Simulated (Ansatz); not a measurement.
# Ga3Sb2P: the cell at several levels of theory

Cell and atoms of Ga3Sb2P, ordered on the zincblende lattice (Imm2) with 6 atoms a cell are relaxed in turn with PBE and r2SCAN. This is a trial cell built on a prototype, not taken from a measured structure, and it needn't be the compound's ground state.

The runs shown are made with Ansatz 0.2.0. PAW datasets, plane waves, zero pressure. Note: simulated data, non-magnetic, for a generated structure that need not be the stable one.

### Step 1. The system as given

This is the cell as the run starts from it, not yet at rest; its lengths are not the crystal's.

Space group Imm2 (No. 44), orthorhombic; a = 4.046 Å, b = 12.137 Å, c = 5.722 Å in the conventional setting, 23.41 Å³ an atom. P has 4 Ga at 2.48 Å; Ga has 2 P at 2.48 Å and 2 Sb at 2.48 Å; Sb has 4 Ga at 2.48 Å; Ga has 3 Sb at 2.48 Å and 1 P at 2.48 Å.

Structure file:

Space group Imm2 (No. 44). a = 4.046 Å, b = 12.137 Å, c = 5.722 Å, α = 90.00°, β = 90.00°, γ = 90.00°
```tsv
atom	site	symmetry	x	y	z
P	2a	mm2	0.0000	0.0000	0.0000
Ga	2b	mm2	0.5000	0.0000	0.2500
Sb	4d	m..	0.0000	0.3333	0.0000
Ga	4d	m..	0.5000	0.3333	0.2500
```

### Step 2. PBE: cell and atoms

The input, input.yaml:

```yaml
crystal:
  lattice:
    - [-2.0228974958, 6.0686924874, 2.8608090739]
    - [2.0228974958, -6.0686924874, 2.8608090739]
    - [2.0228974958, 6.0686924874, -2.8608090739]
  atoms:
    - { symbol: P, position: [0.0, 0.0, 0.0] }
    - { symbol: Ga, position: [0.25, 0.75, 0.5] }
    - { symbol: Sb, position: [0.3333333333, 0.0, 0.3333333333] }
    - { symbol: Ga, position: [0.5833333333, 0.75, 0.8333333333] }
    - { symbol: Sb, position: [0.6666666667, 0.0, 0.6666666667] }
    - { symbol: Ga, position: [0.9166666667, 0.75, 0.1666666667] }
kpoints:
  mp_grid: { grid: [8, 8, 8] }
hamiltonian:
  xc: pbe
scf:
  occupations: { method: fermi_dirac, width: 0.02 }
relax:
  f_tol: 0.005
  cell: {}
output:
  write_density: true
  write_potential: true
  elf: true
  volumetric_format: npy
```

On the command line:

```
ansatz run input.yaml --threads 4 --pin off --max-ram 6451MiB --backend cpu --events-out ev --progress --plain --runs-dir out
```

The runs that follow: r2SCAN: cell and atoms.

Before running it: what results should come out? Wanted: for each run, a; b; c; volume; space group; SCF geometries.

**Answer**, as computed:

| level | a (Å) | b (Å) | c (Å) | volume (Å³/atom) | space group | SCF geometries |
| --- | --- | --- | --- | --- | --- | --- |
| PBE | 4.224 | 12.668 | 5.968 | 26.614 | Imm2 | 7 |
| r2SCAN | 4.177 | 12.516 | 5.893 | 25.673 | Imm2 | 7 |

**Reading.** The first relaxation changed the volume by +13.7 % from the start. r2SCAN gives the smallest cell and PBE the largest; they differ by 3.7 % in volume, a mean of 1.2 % in length. The meshes differ: PBE 8×8×8, r2SCAN 6×6×6.
